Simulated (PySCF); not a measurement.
# EuN16 (Eu(N2)83+): the cost of one run

The runs use PySCF 2.14.0; PBE0, Eu lcecp-1-SVP with ECP52, N def2-SVP; scalar-relativistic core potentials, no spin–orbit coupling.

2 further runs of the same task are left out: 2 for a known fault of the program.

## 1. Starting geometry

17 atoms, charge 3, spin multiplicity 1.

Bond lengths: Eu1–N2 2.507 Å, Eu1–N4 2.507 Å, Eu1–N6 2.507 Å, Eu1–N8 2.507 Å, Eu1–N10 2.507 Å, Eu1–N12 2.507 Å, Eu1–N14 2.507 Å, Eu1–N16 2.507 Å, N2–N3 1.110 Å, N4–N5 1.110 Å, N6–N7 1.110 Å, N8–N9 1.110 Å, N10–N11 1.110 Å, N12–N13 1.110 Å, N14–N15 1.110 Å, N16–N17 1.110 Å. Angles: N2–Eu1–N4 74.6°, N2–Eu1–N6 118.0°, N2–Eu1–N8 74.6°, N2–Eu1–N10 75.2°, N2–Eu1–N12 141.7°, N2–Eu1–N14 141.7°, N2–Eu1–N16 75.2°, N4–Eu1–N6 74.6°, N4–Eu1–N8 118.0°, N4–Eu1–N10 75.2°, N4–Eu1–N12 75.2°, N4–Eu1–N14 141.7°, N4–Eu1–N16 141.7°, N6–Eu1–N8 74.6°, N6–Eu1–N10 141.7°, N6–Eu1–N12 75.2°, N6–Eu1–N14 75.2°, N6–Eu1–N16 141.7° and more.

Coordinates:

```xyz
17
charge 3, multiplicity 1
Eu    0.00000    0.00000    0.00000
N     2.14960    0.00000    1.29090
N     3.10120    0.00000    1.86230
N     0.00000    2.14960    1.29090
N     0.00000    3.10120    1.86230
N    -2.14960    0.00000    1.29090
N    -3.10120    0.00000    1.86230
N     0.00000   -2.14960    1.29090
N     0.00000   -3.10120    1.86230
N     1.52000    1.52000   -1.29090
N     2.19290    2.19290   -1.86230
N    -1.52000    1.52000   -1.29090
N    -2.19290    2.19290   -1.86230
N    -1.52000   -1.52000   -1.29090
N    -2.19290   -2.19290   -1.86230
N     1.52000   -1.52000   -1.29090
N     2.19290   -2.19290   -1.86230
```

Formal oxidation states: Eu +3. Each metal's 6 4f electrons lie in its core potential, so multiplicities, spins and levels count the valence alone.

## 2. SCF at the start, singlet

run.py (the lines that set the calculation) reads:

```python
mol = gto.M(atom='''
Eu     0.00000     0.00000     0.00000
N      2.14960     0.00000     1.29090
N      3.10120     0.00000     1.86230
N      0.00000     2.14960     1.29090
N      0.00000     3.10120     1.86230
N     -2.14960     0.00000     1.29090
N     -3.10120     0.00000     1.86230
N      0.00000    -2.14960     1.29090
N      0.00000    -3.10120     1.86230
N      1.52000     1.52000    -1.29090
N      2.19290     2.19290    -1.86230
N     -1.52000     1.52000    -1.29090
N     -2.19290     2.19290    -1.86230
N     -1.52000    -1.52000    -1.29090
N     -2.19290    -2.19290    -1.86230
N      1.52000    -1.52000    -1.29090
N      2.19290    -2.19290    -1.86230''',
    basis={'Eu': 'lcecp-1-SVP', 'N': 'def2-SVP'},
    ecp={'Eu': 'lcecp-1-SVP'},
    charge=3, spin=0)
mf = dft.RKS(mol, xc='PBE0')
mf.grids.atom_grid = (50, 194)  # f atoms: unpruned, at least (60, 302)
mf = mf.density_fit()  # fitting sets: Eu AutoAux, N def2-universal-JKFIT
mf.conv_tol = 1e-08; mf.max_cycle = 55
mf.kernel(dm0)  # dm0: free metal ions and neutral atoms
```

On the command line:

```bash
OMP_NUM_THREADS=4 python run.py
```

**Question.** How long does this run take on 4 threads of AMD EPYC 7R43 (Zen 3), shared host, and how much memory does it need?

About 27 s, with a peak of 2 GiB.
